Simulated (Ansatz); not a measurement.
This script makes a test of the smearing width of Co, space group P6_3/mmc with the Ansatz DFT code, driven from Python.

The script, `co_smear.py`:
```python
'''How the energy of Co depends on the smearing.'''

import argparse
import warnings

import ansatz as az

parser = argparse.ArgumentParser(description='How the energy of Co depends on the smearing.')
parser.add_argument('--k-density', type=float, default=3.8, help='k-point sampling')
args = parser.parse_args()


def main() -> None:
    warnings.simplefilter('ignore', az.DeckWarning)

    structure = (
        az.Lattice.from_parameters(2.470562, 2.470562, 8.088234, alpha=90.0, beta=90.0, gamma=120.0)
        .atom('Co', [0.0, 0.0, 0.0])
        .atom('Co', [1 / 3, 2 / 3, 0.25])
        .atom('Co', [0.0, 0.0, 0.5])
        .atom('Co', [2 / 3, 1 / 3, 0.75])
        .moments(Co=3.2)
    )

    calculation = structure.calculation()
    calculation = calculation.spin(az.SpinTreatment.COLLINEAR).kpoints(density=args.k_density)

    rows = []
    for value in [0.25, 0.15, 0.1, 0.05, 0.025]:
        report = calculation.occupations('fermi_dirac', width=value).run(threads=1).report
        rows.append((value, report['free_energy_ev'] / len(report['lattice']['sites']), report['n_iterations'], report['magnetization_mub'], report['n_kpoints']))

    print('  width (eV)   F/atom (eV)    iterations  moment (muB)      k-points')
    for row in rows:
        print(f'{str(row[0]):>12s}  {row[1]:12.5f}  {row[2]:12d}  {row[3]:12.3f}  {row[4]:12d}')

    # the last row is the reference
    for row in rows[:-1]:
        shift = 1000 * (row[1] - rows[-1][1])
        print(f'{row[0]}: {shift:+.2f} meV/atom' + ('  (within 5 meV)' if abs(shift) < 5 else ''))


if __name__ == '__main__':
    main()
```

From its runs, with one value withheld:

| width (eV) | F less the first row (meV/atom) |
| --- | --- |
| 0.025 | 0.00 |
| 0.05 | -3.48 |
| 0.1 | ? |
| 0.15 | -37.98 |
| 0.25 | -117.73 |

What is the missing value at a width of 0.1 eV?

For this scheme F falls about as the square of the width where the density of states is smooth. A straight line through the rows shown, against the width squared, has slope -1902.6 meV/eV² and intercept 2.12 meV, which gives -16.91 meV at 0.1 eV. The run gave -16.33 meV, a miss of 0.57 meV.

What to keep in mind:
- Other magnetic orders than the one started from may lie lower.
- For a metal this k-point mesh is coarse: on a finer one energies can move by several to tens of meV an atom and pressures by half a GPa or more, differences at one mesh by less.
- The narrowest width needs the finest mesh, so the last row is no converged reference.
- No functional is typed, so the default, PBE, holds.
- Processor time in the engine: 56 s on 1 thread of Intel(R) Xeon(R) Processor @ 2.30GHz (shared host), peak memory 0.62 GiB.
